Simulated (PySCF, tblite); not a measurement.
# C6H9N2 radical: geometry, infrared bands and EPR parameters

Aim: predict the infrared bands and EPR parameters of C6H9N2 radical (`[H]/N=C(/[C]=N/C)CC=C`).

The runs use tblite 0.8.0 and PySCF 2.14.0, with density-fitted response routines of our own; the level of theory stands in each step. All values are computed, except where a source is named. Atoms count from 0, in the outputs and in this text.

**1. The molecule as given**

17 atoms, charge 0, multiplicity 2; geometry from: force field or distance geometry start.

Bonds of the start (Å): C0–C1 1.32, C1–C2 1.52, C2–C3 1.47, C3–N4 1.31, C3–C5 1.43, C5–N6 1.24, N6–C7 1.42, C0–H8 1.10, C0–H9 1.10, C1–H10 1.09, C2–H11 1.08, C2–H12 1.13, N4–H13 1.03, C7–H14 1.10, C7–H15 1.12, C7–H16 1.13.

**2. Geometry optimisation with GFN2-xTB**

Job settings and geometry (Å):

```
{"job": {"kind": "relax", "xc": "GFN2-xTB", "basis": "xTB"}, "charge": 0, "multiplicity": 2}
C     -2.577700     0.900500    -0.512400
C     -1.868900    -0.038600     0.080300
C     -0.355800     0.044200     0.198900
C      0.300600    -1.083000    -0.474300
N     -0.497400    -1.961200    -1.037600
C      1.701700    -1.350400    -0.555100
N      2.587800    -0.637400    -0.067200
C      2.636000     0.560200     0.689100
H     -2.062000     1.774900    -0.942900
H     -3.673800     0.813200    -0.570400
H     -2.424800    -0.882400     0.496400
H     -0.128000     0.188300     1.246800
H     -0.132100     0.988900    -0.369700
H     -1.523200    -1.866600    -1.048900
H      2.092100     1.431900     0.297300
H      3.714300     0.801400     0.851000
H      2.204300     0.328100     1.708800
```

Run with:

```console
$ OMP_NUM_THREADS=1 python probes_run.py task.json out
```

The driver reads the jobs from task.json and runs them one after another.

**Question.** This job is followed by: GFN2-xTB harmonic vibrations, gas phase; UKS B3LYP, pcH-1 on C H N, non-relativistic, mean-field spin-orbit, GIAO. Predict these results of the whole session: strongest single infrared mode (GFN2-xTB); zero-point energy (GFN2-xTB); g(iso) (B3LYP); ⟨S²⟩; largest a(iso) (averaged by class); potential on the surface of density 0.002 e/bohr³, 1st and 99th percentile.

**Answer**, as computed:

| quantity | value |
| --- | --- |
| strongest single infrared mode (GFN2-xTB) | 2133 cm⁻¹, 265 km/mol |
| zero-point energy (GFN2-xTB) | 84.8 kcal/mol |
| g(iso) (B3LYP) | 2.00255 |
| ⟨S²⟩ | 0.765 (exact 0.75) |
| largest a(iso) (averaged by class) | 13C on C7, 74.9 MHz |
| potential on the surface of density 0.002 e/bohr³, 1st and 99th percentile | -2.07 V and 1.14 V |

**Reading.** Over 240 steps the energy fell by 1.587 eV; of the close pairs, C3–C5 changed most, 1.429 to 1.359 Å. All 45 modes are real, so the xTB geometry is a minimum. The strongest single mode, at 2133 cm⁻¹, moves mainly C5 and N6. Unscaled tight-binding wavenumbers are off by several per cent, some by more. Its intensities can rank the bands wrongly. The largest spin populations lie on N4 (0.48 e), C5 (0.43 e). The isotropic g lies 0.2 ppt above the free-electron value. These values are for one conformer; the search (at its own cheap level) found 2 more, at 0.19, 1.04 kcal/mol, and measured spectra average over such forms.
